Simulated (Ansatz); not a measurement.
This script drives the Python package of Ansatz (0.2.0).

`bands_cro2.py`
```python
'''Band structure of CrO2.'''

import ansatz as az
import numpy as np

vectors = np.array([
    [4.47134, 0.0, 0.0],
    [0.0, 4.47134, 0.0],
    [0.0, 0.0, 2.99518],
])
cell = (
    az.Lattice.of(vectors)
    .atom('Cr', (0.0, 0.5, 0.23845))
    .atom('Cr', (0.5, 0.0, 0.76155))
    .atom('O', (0.70171, 0.20171, 0.25362))
    .atom('O', (0.29829, 0.79829, 0.25362))
    .atom('O', (0.20171, 0.29829, 0.74638))
    .atom('O', (0.79829, 0.70171, 0.74638))
    .moments(Cr=3)
)

# vertices of the path, as fractions of the reciprocal vectors
path = [
    ('G', (0.0, 0.0, 0.0)),
    ('X', (0.0, 0.5, 0.0)),
    ('M', (0.5, 0.5, 0.0)),
    ('G', (0.0, 0.0, 0.0)),
    ('Z', (0.0, 0.0, 0.5)),
    ('R', (0.0, 0.5, 0.5)),
    ('A', (0.5, 0.5, 0.5)),
]
model = (
    cell.calculation()
    .functional(az.Functional.PBESOL)
    .kpoints(5, 5, 7)
    .occupations(az.OccupationsMethod.GAUSSIAN, width=0.15)
    .spin('collinear')
    .hubbard('Cr', 'd', u_eff=3.5)
    .band_structure([point for _, point in path], intervals=8)
    .scf(extra_bands=10)
)
res = model.run(threads=1)
rep = res.report

print('%-22s %14.5f eV' % ('F = E - TS', rep['free_energy_ev']))
print('%-22s %14.5f eV' % ('E', rep['internal_energy_ev']))
print('%-22s %14.5f eV' % ('Harris-Foulkes', rep['harris_foulkes_ev']))
print('%-22s %14.5f eV' % ('Fermi level', rep['fermi_energy_ev']))

bands = res.band_structure()
fermi = bands.fermi_energy_ev
print(f'zero of the bands: {fermi:.3f} eV, the Fermi level found on the SCF mesh')
for spin, channel in enumerate(bands.channels):
    print('channel', spin, '- computed levels within 8 eV of the Fermi level')
    for i, (label, _) in enumerate(path):
        levels = channel.eigenvalues_ev[i * 8] - fermi
        print(f'  {label:3s}', ' '.join(f'{e:7.3f}' for e in levels if abs(e) < 8))
```

It is started by `python bands_cro2.py`. Estimate its wall time and peak memory on 1 thread of Arm Neoverse V1, with other jobs on the host.

It took about 37 s, with a peak of 0.47 GiB, for 1 run of the engine.

```console
$ python bands_cro2.py
DeckWarning: basis.ecutwfc = 420 eV, auto-derived from the records' recommended cutoffs: set by Cr (normal level)
F = E - TS                -8937.37035 eV
E                         -8937.35732 eV
Harris-Foulkes            -8937.37035 eV
Fermi level                   9.43251 eV
zero of the bands: 9.433 eV, the Fermi level found on the SCF mesh
channel 0 - computed levels within 8 eV of the Fermi level
  G    -7.349  -6.374  -6.042  -4.630  -4.630  -3.104  -3.104  -2.900  -2.597  -2.079  -2.049  -2.049  -1.714  -0.977  -0.477  -0.477   0.093   1.102   1.464   3.791   3.791   4.986   7.358
  X    -6.283  -6.283  -4.359  -4.359  -4.327  -4.327  -4.048  -4.048  -3.434  -3.434  -1.616  -1.616  -0.806  -0.806  -0.571  -0.571   0.230   0.230   3.500   3.500   3.671   3.671
  M    -6.845  -6.845  -4.731  -4.731  -3.490  -3.490  -3.176  -3.176  -2.439  -2.439  -2.035  -2.035  -1.870  -1.870  -1.494  -1.494   0.980   0.980   2.961   2.961   3.765   3.765
  G    -7.349  -6.374  -6.042  -4.630  -4.630  -3.104  -3.104  -2.900  -2.597  -2.079  -2.049  -2.049  -1.714  -0.977  -0.477  -0.477   0.093   1.102   1.464   3.791   3.791   4.986   7.358
  Z    -5.689  -5.624  -5.329  -5.329  -4.755  -4.581  -3.739  -3.601  -3.486  -3.486  -2.059  -2.059  -1.862  -1.780  -0.012   0.240   0.534   0.534   2.740   2.948   2.961   2.961
  R    -6.469  -6.469  -4.931  -4.931  -4.284  -4.284  -3.353  -3.353  -3.060  -3.060  -2.234  -2.234  -1.620  -1.620  -1.096  -1.096   0.875   0.875   1.803   1.803   4.535   4.535
  A    -6.228  -6.228  -5.903  -5.903  -4.526  -4.526  -3.444  -3.444  -2.714  -2.714  -1.861  -1.861  -1.223  -1.223  -0.186  -0.186   0.088   0.088   2.962   2.962   3.494   3.494
channel 1 - computed levels within 8 eV of the Fermi level
  G    -6.389  -5.373  -5.252  -3.869  -3.869  -3.392  -3.392  -3.024  -1.279  -1.043  -1.043  -0.655   2.758   2.793   2.849   3.052   3.052   3.724   4.221   5.471   5.471   6.679   7.677
  X    -5.284  -5.284  -3.873  -3.873  -3.779  -3.779  -3.584  -3.584  -2.315  -2.315  -1.364  -1.364   3.225   3.225   3.509   3.509   3.704   3.704   4.901   4.901   5.264   5.264
  M    -5.888  -5.888  -3.967  -3.967  -3.549  -3.549  -2.458  -2.458  -2.119  -2.119  -1.890  -1.890   2.673   2.673   3.079   3.079   3.755   3.755   5.083   5.083   5.453   5.453
  G    -6.389  -5.373  -5.252  -3.869  -3.869  -3.392  -3.392  -3.024  -1.279  -1.043  -1.043  -0.655   2.758   2.793   2.849   3.052   3.052   3.724   4.221   5.471   5.471   6.679   7.677
  Z    -5.118  -5.098  -4.425  -4.374  -4.012  -4.012  -3.251  -3.251  -3.020  -3.020  -2.059  -2.059   3.249   3.349   3.868   3.883   3.967   3.967   4.588   4.588   4.638   4.808
  R    -5.403  -5.403  -4.377  -4.377  -4.347  -4.347  -3.256  -3.256  -2.389  -2.389  -1.682  -1.682   2.597   2.597   3.643   3.643   4.045   4.045   4.159   4.159   5.976   5.976
  A    -5.678  -5.678  -5.293  -5.293  -3.836  -3.836  -3.206  -3.206  -1.917  -1.917  -1.184  -1.184   3.044   3.044   3.555   3.555   3.999   3.999   4.557   4.557   5.083   5.083
```
(Warnings from the package without file and line.)

What to keep in mind:
- Total energies depend on the potentials; only differences at equal settings carry meaning. A total without «per atom» is that of the cell as typed.
- Other magnetic orders than the one started from may lie lower.
- For a metal this k-point mesh is coarse: on a finer one energies can move by several to tens of meV an atom and pressures by half a GPa or more, differences at one mesh by less.
- An absolute Fermi energy rests on an arbitrary zero of the periodic potential and has no direct meaning.
- The structure comes from a database of computed cells and needn't be a stable or known phase.
- Levels are Kohn-Sham eigenvalues on this mesh.
